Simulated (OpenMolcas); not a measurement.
# Nb²⁺ among point charges: CASSCF and CASPT2 levels and susceptibility

How does a field of 2 point charges split the states of Nb²⁺, and what χT follows?

The numbers are computed with OpenMolcas 26.06 (state-averaged CASSCF and CASPT2, spin-orbit coupling by RASSI with atomic mean-field integrals), except any that are marked as measured or tabulated.

### 1 The atom as given

```
Species                           : Nb²⁺ (niobium, Z = 41, 39 electrons)
Basis                             : ANO-RCC-VDZP [6s5p3d1f], 43 functions
Scalar Hamiltonian                : DKH2, point nucleus
Inactive shells                   : 1s 2s 2p 3s 3p 3d 4s 4p
Active space                      : 3 electrons in 5 orbitals (4d)
Some configurations of this space : 4d3
Orbitals                          : optimised for each spin and parity, averaged over all roots
```

Outer shells as boxes (Hund's rule):

4d3
```
4d [↑ ][↑ ][↑ ][  ][  ]
```

The ion sits among 2 point charges of -1.5 e arranged as a linear pair (D∞h), 2.23 Å from the ion.

The work runs as a chain of OpenMolcas steps in one folder; each step below is one input file. Labels, J, g values, rates, χT and fits are worked out afterwards by a script from the matrices that RASSI stores. The input lists half of the charges; inversion (Group=XYZ) makes the rest.

### 2 One- and two-electron integrals

File a.inp:

```
&GATEWAY
Coord
1

Nb 0.0 0.0 0.0
Basis=ANO-RCC-VDZP
Group=XYZ
NoMove
AngMom=0.0 0.0 0.0
AMFI
XField
1 Angstrom 0
0.000000 0.000000 2.230000 -1.500000
&SEWARD
```

On the command line:

```
OMP_NUM_THREADS=1 MOLCAS_MEM=1689 MOLCAS_PROJECT=a pymolcas a.inp > a.log
```

### 3 Reference wave functions, quartets of even parity, 10 roots

File a.inp:

```
&RASSCF
FileOrb=start.orb
Symmetry=1
Spin=4
nActEl=3 0 0
Inactive=9 9
Ras2=5 0
CIRoot=10 10 1
SDav=10
CIMx=300
Iter=120 100
PrWF=0.3
OrbListing=Nothing
MaxOrb=0
>>> COPY $Project.JobIph JOB001
```

start.orb holds the contracted functions of the basis, ordered by shell, or the orbitals of the step before.

### 4 CASSCF: doublets of even parity, 40 roots

File a.inp:

```
&RASSCF
FileOrb=start.orb
Symmetry=1
Spin=2
nActEl=3 0 0
Inactive=9 9
Ras2=5 0
CIRoot=40 40 1
SDav=40
CIMx=300
Iter=120 100
PrWF=0.3
OrbListing=Nothing
MaxOrb=0
>>> COPY $Project.JobIph JOB002
```

### 5 State interaction with spin-orbit coupling

File a.inp:

```
&RASSI
NrOfJobIphs=2 10 40
1 2 3 4 5 6 7 8 9 10
1 2 3 4 5 6 7 8 9 10 11 12 13 14 15 16 17 18 19 20 21 22 23 24 25 26 27
28 29 30 31 32 33 34 35 36 37 38 39 40
IphNames
JOB001
JOB002
EJob
SpinOrbit
DIPRint=1.0
SOCoupling=1000.0
Subsets=2
Property=9
'ANGMOM' 1 'ANGMOM' 2 'ANGMOM' 3 'MLTPL  1' 1 'MLTPL  1' 2 'MLTPL  1' 3
'AMFI' 1 'AMFI' 2 'AMFI' 3
SOProperty=3
'ANGMOM' 1 'ANGMOM' 2 'ANGMOM' 3
```

### 6 CASPT2: IPEA 0.25, imaginary shift 0.1 (closed shells correlated: 4s 4p)

File a.inp:

```
>>> COPY JOB001 $Project.JobIph
&CASPT2
Multistate=10 1 2 3 4 5 6 7 8 9 10
NoMult
Frozen=8 6
IPEA=0.25
Imaginary=0.1
MaxIter=60
WThr=0.0 0.3 0.05
PrWF=0.5
NoMix
>>> COPY JOB002 $Project.JobIph
&CASPT2
Multistate=40 1 2 3 4 5 6 7 8 9 10 11 12 13 14 15 16 17 18 19 20 21 22
23 24 25 26 27 28 29 30 31 32 33 34 35 36 37 38 39 40
NoMult
Frozen=8 6
IPEA=0.25
Imaginary=0.1
MaxIter=60
WThr=0.0 0.3 0.05
PrWF=0.5
NoMix
```

(Steps that only read results are left out.)

Before running it: what results should come out? Wanted: spin-free ground state; first state of the same spin within the active space; lowest level; next level.

As calculated:

```
                                            quantity                                                                        value
                                              method  SS-CASPT2, IPEA 0.25, imaginary shift 0.1 (closed shells correlated: 4s 4p)
                              spin-free ground state                                           4Sigma, 1-fold in its orbital part
first state of the same spin within the active space                                                             4Pi at 3410 cm⁻¹
                                        lowest level                                                 2-fold, g = 1.99, 3.18, 3.18
                                          next level                                                                   117.0 cm⁻¹
                                         χT at 300 K                                                               1.46 cm³ K/mol
                           effective moment at 300 K                                                                      3.41 μB
```

Cost by method:

| method | time of its own steps | time with the reference |
| --- | --- | --- |
| A. CASSCF | 11 s | 11 s |
| B. SS-CASPT2, IPEA 0.25, imaginary shift 0.1, +4s 4p | 3.5 s | 14 s |

Times are of one thread on a shared host.

The spin-free ground state (4Sigma) comes to 85 % from free-ion F terms and keeps the highest spin of the shell. χT at 300 K is 1.46, against 1.88 cm³ K/mol for the spin alone, so spin-orbit coupling lowers it. CASPT2 does not keep the components of a term degenerate, and the means are used. The field of point charges can differ much from that of real complexes. This is an electrostatic model: the charges have no orbitals.
